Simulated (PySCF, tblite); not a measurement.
# C₈H₁₀AlN: geometry, infrared bands and NMR shifts

Aim: predict the infrared bands and NMR shifts of C₈H₁₀AlN (`CC#[N+][AlH2-][c]1ccccc1`).

Programs: tblite 0.8.0 and PySCF 2.14.0, with density-fitted response routines of our own. Each step states its level of theory. These are calculated values for one molecule in the gas phase, unless marked as measured. Atoms are numbered from 0 throughout.

## 1. Starting geometry

20 atoms, charge 0, multiplicity 1; geometry from: force field or distance geometry start.

Bonds of the start (Å): C0–C1 1.47, C1–N2 1.16, N2–Al3 1.87, Al3–C4 1.96, C4–C5 1.38, C5–C6 1.39, C6–C7 1.39, C7–C8 1.39, C8–C9 1.38, C9–C4 1.39, C0–H10 1.12, C0–H11 1.09, C0–H12 1.10, Al3–H13 1.62, Al3–H14 1.58, C5–H15 1.08, C6–H16 1.09, C7–H17 1.08, C8–H18 1.08, C9–H19 1.10.

## 2. Optimising the geometry with GFN2-xTB

Job settings and geometry (Å):

```
{"job": {"kind": "relax", "xc": "GFN2-xTB", "basis": "xTB"}, "charge": 0, "multiplicity": 1}
C      4.262900     0.730600    -1.263500
C      3.114100    -0.020000    -0.724000
N      2.229900    -0.616000    -0.260600
Al     0.760600    -1.522500     0.459100
C     -0.919900    -0.534500     0.301600
C     -0.949400     0.836500     0.162900
C     -2.127300     1.563000     0.037700
C     -3.349100     0.899700     0.048600
C     -3.325300    -0.479600     0.174200
C     -2.149600    -1.192300     0.300900
H      4.279600     1.764200    -0.845500
H      4.210400     0.826400    -2.344200
H      5.176800     0.239600    -0.888800
H      1.015400    -1.769200     2.040600
H      0.604200    -2.923400    -0.261400
H     -0.005200     1.352300     0.175200
H     -2.095400     2.649400    -0.054800
H     -4.256000     1.473200    -0.053200
H     -4.283900    -0.984200     0.180800
H     -2.198000    -2.282300     0.401600
```

The run is started by

```bash
$ OMP_NUM_THREADS=1 python probes_run.py task.json out
```

This one command runs all jobs of the session in turn.

**Question.** This job is followed by: GFN2-xTB harmonic vibrations, gas phase; GIAO PBE0/pcSseg-1 NMR shielding, non-relativistic, gas phase. Predict these results of the whole session: strongest single infrared mode (GFN2-xTB); zero-point energy (GFN2-xTB); 13C shifts against TMS (PBE0/pcSseg-1, means over atoms taken as alike); 1H shifts against TMS (PBE0/pcSseg-1, means over atoms taken as alike); 15N shifts against NH3 (PBE0/pcSseg-1); 27Al shifts against AlH4- (PBE0/pcSseg-1); surface potential, 1st and 99th percentile.

The runs gave:

| quantity | value |
| --- | --- |
| strongest single infrared mode (GFN2-xTB) | 772 cm⁻¹, 504 km/mol |
| zero-point energy (GFN2-xTB) | 90.4 kcal/mol |
| 13C shifts against TMS (PBE0/pcSseg-1, means over atoms taken as alike) | 158.2, 143.6, 133.7, 133.0, 131.9, 1.2 ppm |
| 1H shifts against TMS (PBE0/pcSseg-1, means over atoms taken as alike) | 8.07, 7.54, 7.50, 4.39, 2.38 ppm |
| 15N shifts against NH3 (PBE0/pcSseg-1) | 247.1 ppm |
| 27Al shifts against AlH4- (PBE0/pcSseg-1) | 62.6 ppm |
| surface potential, 1st and 99th percentile | -1.31 V and 2.09 V |

The optimisation took 157 steps and gained 0.619 eV; among the close pairs (by a distance rule), N2–Al3 changed most, from 1.870 to 1.994 Å. The lowest mode is imaginary (36i cm⁻¹), so the xTB geometry is not a minimum. The strongest single mode, at 772 cm⁻¹, moves mainly H14 and H13. GFN2-xTB is a fitted tight-binding method: band positions and strengths are rough. Its intensities can rank the bands wrongly. At PBE0/pcSseg-1: The widest tensor belongs to N2: span 460 ppm, with a paramagnetic part of -317 ppm. NICS(1)zz of -29 ppm above the planar ring from C4 marks a diatropic (aromatic) ring current. By nearest atom (PBE0/pcSseg-1), the HOMO sits on C4, C7 about 27 % each; C5, C9 about 9 % each and the LUMO on C1 39 %; N2 31 %.
